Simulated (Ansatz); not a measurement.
# Fe (Iron): how the settings move a single-point run

How sensitive is a single-point run of Fe (Iron) to its settings? A reference run comes first, then one run with altered input.

Method: reference: DFT, LDA, PAW with Ansatz's default frozen-core files, scalar-relativistic, in Ansatz 0.2.0.

## 1. Starting point

Symmetry: P6_3/mmc, No. 194, hexagonal system. Conventional cell: a = 2.347 Å, b = 2.347 Å, c = 3.797 Å, α = 90.00°, β = 90.00°, γ = 120.00°. Fe (site symmetry -6m2) has 12 Fe at 2.33 to 2.35 Å as nearest neighbours.

As a file:

```
Fe
1.0
     2.34700    0.00000    0.00000
    -1.17350    2.03256    0.00000
     0.00000    0.00000    3.79700
Fe
2
Direct
  0.33333 0.66667 0.25000
  0.66667 0.33333 0.75000
```

## 2. The reference run

File input.yaml:

```yaml
crystal:
  lattice:
    - [2.347, 0.0, 0.0]
    - [-1.1735, 2.0325616227, 0.0]
    - [0.0, 0.0, 3.797]
  atoms:
    - { symbol: Fe, position: [0.3333333333, 0.6666666667, 0.25], spin: 3.0, spin_axis: [1.0, 0.0, 0.0] }
    - { symbol: Fe, position: [0.6666666667, 0.3333333333, 0.75], spin: 3.0, spin_axis: [1.0, 0.0, 0.0] }
magnetization:
  noncollinear: true
  spin_spiral: { q: [0.1666666667, 0.1666666667, 0.0] }
kpoints:
  mp_grid: { grid: [18, 18, 7], shift: [0.5, 0.5, 0.0] }
scf:
  occupations: { method: fermi_dirac, width: 0.1 }
  lower_state_search: "off"
hamiltonian:
  xc: lda
  pseudopotentials: { kind: paw }
output:
  eigenvalues: false
```

Started as:

```bash
> ansatz run input.yaml --threads 2 --pin off --max-ram 5120MiB --backend cpu --events-out ev --progress --plain --runs-dir out
```

Excerpt of the output:

```text
[...]
Basis set: ecut = 420 eV, 337 PW (Γ)
[...]
k-points: 360 of 2268
[...]
SCF iter   1: F=—  HF=-8839.443604 eV  |F-HF|=—  |Δ(HF+E_count)|=         —  Δρ=2.85e-1  dr2=1.84e0  dr2_m=3.50e0  ethr=3.10e-3  |M|=3.20e0 ∫|m|=3.42e0 μB  |m|>n=0.0e0 m-floor=0.0e0 τ_xc=2.8e-17  β_m=0.30  ⟨swp⟩=6.0  Hψ=68430  notcnv=0
preconditioner: auto → none  [metal: Δε(μ)=0.001 eV  Ē_g=5.811 eV  σ=0.100 eV  W_gap=0.00  n_scr=2 (ndim 8)  ℏωp=34.9 eV  f_vac=0.000  D(μ)=2.34/eV (n_scr^D=34)]
SCF iter   2: F=—  HF=-8839.304387 eV  |F-HF|=—  |Δ(HF+E_count)|=   1.39e-1  Δρ=2.06e-1  dr2=1.49e-2  dr2_m=1.83e0  ethr=3.10e-3  |M|=3.12e0 ∫|m|=3.35e0 μB  |m|>n=0.0e0 m-floor=0.0e0 τ_xc=1.9e-17  β_m=0.30  ⟨swp⟩=3.7  Hψ=33310  notcnv=0
[...]
SCF iter  18: F=-8840.166706 eV  HF=-8840.166706 eV  |F-HF|=1.47e-9  |Δ(HF+E_count)|=   1.03e-7  Δρ=5.46e-6  dr2=2.09e-9  dr2_m=1.02e-9  ethr=1.19e-10  |M|=1.75e-5 ∫|m|=3.13e-5 μB  |m|>n=0.0e0 m-floor=0.0e0 τ_xc=6.0e-28  β_m=0.95  ⟨swp⟩=4.0  Hψ=43088  notcnv=0
SCF iter  19: F=-8840.166706 eV  HF=-8840.166706 eV  |F-HF|=1.55e-10  |Δ(HF+E_count)|=  8.95e-10  Δρ=1.49e-6  dr2=1.55e-10  dr2_m=2.30e-11  ethr=6.53e-12  |M|=4.06e-6 ∫|m|=6.36e-6 μB  |m|>n=0.0e0 m-floor=0.0e0 τ_xc=2.2e-29  ⟨swp⟩=2.0  Hψ=41154  notcnv=0
[...]
SCF converged after 19 iterations
Magnetization: |M| = 0.0000 μB,  M = (-0.0000, -0.0000, +0.0000) μB
[...]
Free energy (F): -8840.166706 eV
[...]
E sigma→0 (E₀):  -8840.130233 eV
[...]
Fermi energy:    23.833885 eV
[...]
```

Run time: 29 s. Hardware: 2 threads of AMD EPYC 9B45 (Zen 5), shared host; peak memory 0.77 GiB.

## 3. A further run, with the input changed

input.yaml: that of step 2 with these lines changed.

```diff
@@ -15,5 +15,6 @@
   occupations: { method: fermi_dirac, width: 0.1 }
+  max_iter: 100
   lower_state_search: "off"
 hamiltonian:
-  xc: lda
+  xc: r2scan
   pseudopotentials: { kind: paw }
```

Started as:

```bash
> ansatz run input.yaml --threads 2 --pin off --max-ram 5120MiB --backend cpu --events-out ev --progress --plain --runs-dir out
```

The program printed:

```text
Error: 2 input errors — fix all and re-run
  1. magnetization.spin_spiral with hamiltonian.xc: <meta-GGA that reads τ> — the kinetic-energy density and its potential take one momentum for both of a spinor's components; use an LDA or a GGA
```

It took 0.02 s on 2 threads of AMD EPYC 9B45 (Zen 5), shared host; peak memory 0.044 GiB.

## 4. What went wrong

Nothing was computed: the input was turned down at the start. Its message: «2 input errors — fix all and re-run 1. magnetization.spin_spiral with hamiltonian.xc: <meta-GGA that reads τ> — the kinetic-energy density and its potential take one momentum for both of a spinor's components; use an LDA or a GGA»

The suspect setting: hamiltonian.xc is r2scan. Two settings exclude each other.

The cure: set hamiltonian.xc to lda.

## 5. All runs together

| run | ending | energy change | cycles | time |
| --- | --- | --- | --- | --- |
| reference | converged | - | 19 | 29 s |
| 1: xc r2scan | refused | - | - | 0.02 s |

Residual by cycle in the longest SCF loop of each run; runs are numbered as in the table. The quantity is the density residual dr2, in eV.

```csv
cycle,reference
1,1.84
3,0.0215
4,5.7e-4
6,1.6e-4
8,3.0e-4
9,0.00108
11,2.0e-4
12,0.0466
14,4.4e-4
16,8.4e-6
17,3.8e-8
19,1.6e-10
```

What this shows: With the changed functional the run ends refused. 1 of the 1 altered inputs did not end normally.
